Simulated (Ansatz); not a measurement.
**CH₃FMoO₂: up Jacob's ladder to CCSD(T)**

One table from this session's results is given with a row withheld; the runs are named, their logs left out.

Program: Ansatz 0.2.0, Gaussian basis. Level of theory: functionals in def2-TZVPP, the program's frozen cores in correlated methods. These are calculated values, not measurements.

Levels to be run: LDA (SPW92), PBE-D4, revPBE-D4, BLYP-D4, r2SCAN-D4, B97M-V, PBE0-D4, B3LYP-D4, r2SCANh-D4, r2SCAN0-D4, HSE06-D4, BHLYP-D4, CAM-B3LYP-D4, LC-ωPBE, ωB97X-V, ωB97M-V, B2PLYP, PBE-QIDH; CCSD(T)/def2-SVP; CCSD(T)/def2-TZVPP; MP2/def2-QZVPP; extrapolation to the limit; RPA on PBE.

1 further run of the same task is left out (for a known fault of the program).

**Structure used throughout**

An earlier PBE0-D4 in a triple-zeta def2 set relaxation fixed the geometry. Mo takes the def2 core potential; no spin-orbit term is included.

SMILES `[CH3][Mo](=[O])(=[O])[F]`, 8 atoms, charge 0, spin multiplicity 1.

Atoms are counted from 1 here; the program's logs count them from 0.

Bond lengths: C1–Mo2 2.092 Å, C1–H6 1.092 Å, C1–H7 1.094 Å, C1–H8 1.094 Å, Mo2–O3 1.670 Å, Mo2–O4 1.670 Å, Mo2–F5 1.845 Å. Angles: Mo2–C1–H6 110.7°, Mo2–C1–H7 108.7°, Mo2–C1–H8 108.6°, H6–C1–H7 109.3°, H6–C1–H8 109.3°, H7–C1–H8 110.2°, C1–Mo2–O3 105.5°, C1–Mo2–O4 105.5°, C1–Mo2–F5 109.9°, O3–Mo2–O4 108.3°, O3–Mo2–F5 113.5°, O4–Mo2–F5 113.5°.

Set-up of the first run:

The input, in.yaml:

```yaml
crystal:
  periodic: [false, false, false]
  atoms:
    - {symbol: C, position_ang: [-1.012132, -0.026722, 0.394839]}
    - {symbol: Mo, position_ang: [0.934363, 0.007941, -0.369857]}
    - {symbol: O, position_ang: [1.754768, -1.196035, 0.445625]}
    - {symbol: O, position_ang: [0.792826, -0.445584, -1.970446]}
    - {symbol: F, position_ang: [1.668832, 1.685492, -0.141400]}
    - {symbol: H, position_ang: [-1.461406, -1.012753, 0.263293]}
    - {symbol: H, position_ang: [-0.974183, 0.213565, 1.461182]}
    - {symbol: H, position_ang: [-1.610769, 0.716897, -0.139036]}
basis:
  gaussian: {orbitals: def2-TZVPP}
hamiltonian: {xc: lda}
output: {orbitals: {seedname: orbitals}}
```

Started as:

```console
$ ansatz run in.yaml --threads 4 --pin off --events-out ev --progress --plain --max-ram 10444MiB
```

Steps of the session up to this table: LDA; PBE-D4 (GGA); revPBE-D4 (GGA); BLYP-D4 (GGA); r2SCAN-D4 (meta-GGA); B97M-V (meta-GGA); B3LYP-D4 (hybrid); r2SCANh-D4 (hybrid); r2SCAN0-D4 (hybrid); HSE06-D4 (hybrid); BHLYP-D4 (hybrid); CAM-B3LYP-D4 (range-separated); LC-ωPBE (range-separated); ωB97X-V (range-separated); ωB97M-V (range-separated); B2PLYP (double hybrid); PBE-QIDH (double hybrid).

One table of the session follows, with a row left open; its other results are not shown here.

It belongs to the step «Orbital energies across the functionals». 

| functional | HOMO (eV) | LUMO (eV) | gap (eV) |
| --- | --- | --- | --- |
| LDA (SPW92) | -8.08 | -4.00 | 4.08 |
| PBE-D4 | -7.84 | -3.73 | 4.11 |
| revPBE-D4 | ? | ? | ? |
| BLYP-D4 | -7.75 | -3.66 | 4.09 |
| r2SCAN-D4 | -8.21 | -3.69 | 4.52 |
| B97M-V | -8.29 | -3.64 | 4.65 |
| PBE0-D4 | -9.41 | -2.95 | 6.46 |
| B3LYP-D4 | -9.17 | -3.21 | 5.96 |
| r2SCANh-D4 | -8.82 | -3.39 | 5.43 |
| r2SCAN0-D4 | -9.62 | -2.92 | 6.70 |
| HSE06-D4 | -9.00 | -3.33 | 5.67 |
| BHLYP-D4 | -10.74 | -2.05 | 8.69 |
| CAM-B3LYP-D4 | -10.82 | -1.88 | 8.95 |
| LC-ωPBE | -12.16 | -0.63 | 11.53 |
| ωB97X-V | -11.79 | -0.72 | 11.07 |
| ωB97M-V | -11.69 | -0.76 | 10.93 |

Q: Estimate the row for revPBE-D4 from the others.

As computed: HOMO (eV): -7.76; LUMO (eV): -3.62; gap (eV): 4.13. In the column «HOMO (eV)» it lies between PBE-D4 (-7.84) and BLYP-D4 (-7.75).
